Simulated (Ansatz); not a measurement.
A nudged elastic band was laid between two geometries of a periodic cell of 17 atoms, Si (host Si, host structure diamond, interstitial Si).

All numbers below come from Ansatz, DFT LDA, scalar-relativistic, plane waves, PAW. Settings: PAW set soft_1, cutoff 420 eV, k mesh 2x2x2, gaussian smearing 0.05 eV, no spin polarisation.

* movable images: 3
* climbing image: yes
* spring: 5.0 eV/Å²
* optimiser: quadratic models (default)
* start path: IDPP
* force threshold: 0.05 eV/Å
* iteration limit: 80
* end points: relaxed

Initial state:

```xyz
17
Lattice="0.0000 5.4300 5.4300 5.4300 0.0000 5.4300 5.4300 5.4300 0.0000" Properties=species:S:1:pos:R:3
Si 0.005 -0.005 -0.003
Si 1.324 1.355 1.360
Si 2.698 2.732 -0.017
Si 4.075 4.105 1.360
Si 2.695 -0.023 2.738
Si 4.074 1.357 4.109
Si 5.454 2.735 2.738
Si 6.792 4.069 4.076
Si 0.005 2.718 2.720
Si 1.358 4.072 4.073
Si 2.713 5.425 2.720
Si 4.075 6.785 4.039
Si 2.711 2.719 5.426
Si 4.074 4.037 6.788
Si 5.454 5.407 5.410
Si 6.824 6.787 6.788
Si 4.077 6.784 6.792
```

Final state:

Only the atoms that move by more than 0.05 Å are listed.
```
Si17 2.715 8.138 8.143
```

(1) Which bonds break or form, and what moves?

(2) What energy profile does the band end with?

(3) What is the geometry of the highest image?

Answers

(1) Contacts lost: Si15–Si17. Contacts made: Si10–Si17. The atom that moves furthest is Si17, by 2.35 Å; four of its nearest neighbours are Si7 2.39, Si15 2.39, Si5 2.39, Si3 2.39 Å at the first end and Si10 2.39, Si4 2.39, Si6 2.39, Si2 2.39 Å at the last.

(2) It converged. The highest image is number 2 of 0 to 4, 0.31 eV above the ends, which have the same energy within 2 meV. By the program's own check the climbing image is of a kind that is not told: the force calls were inconclusive, a negative curvature could not be distinguished from the path's own, the only one lies far off the path, or fixed occupations may fill a level only in part (lowest curvatures found: -0.08 and 0.53 eV/Å²). Limits of this set-up: coarse k mesh, PAW files made for another functional, a small cell, in which the defect meets its images.

```csv
image,path coordinate (Å),energy (eV),Si15–Si17 (Å),Si10–Si17 (Å)
0,0.00,0.00,2.39,4.70
1,0.74,0.21,2.56,4.02
2,1.48,0.31,3.27,3.17
3,2.18,0.19,4.06,2.54
4,2.87,0.00,4.70,2.39
```

(3) 
```xyz
17
Lattice="0.0000 5.4300 5.4300 5.4300 0.0000 5.4300 5.4300 5.4300 0.0000" Properties=species:S:1:pos:R:3:forces:R:3
Si 0.178 -0.179 -0.176 -0.01 0.01 0.01
Si 1.252 1.278 1.280 -0.01 -0.01 -0.01
Si 2.642 2.787 -0.096 0.00 0.00 0.01
Si 4.151 4.177 1.280 0.01 0.01 -0.01
Si 2.642 -0.098 2.789 0.00 0.01 0.00
Si 4.151 1.278 4.180 0.01 -0.01 0.01
Si 5.528 2.787 2.789 -0.01 0.00 0.00
Si 6.623 4.236 4.238 0.00 0.00 0.00
Si -0.017 2.662 2.665 0.01 0.00 0.00
Si 1.541 3.888 3.891 0.00 0.00 0.00
Si 2.767 5.447 2.665 0.00 -0.01 0.00
Si 4.024 6.835 4.061 0.00 0.00 0.01
Si 2.767 2.662 5.449 0.00 0.00 -0.01
Si 4.024 4.059 6.837 0.00 0.01 0.00
Si 5.262 5.597 5.599 0.01 -0.01 -0.01
Si 6.800 6.835 6.837 -0.01 0.00 0.00
Si 3.374 7.486 7.488 0.00 0.00 0.00
```

Run time: 41 min on 1 thread of Arm Neoverse V1, with other jobs on the host, peak memory 0.71 GiB.
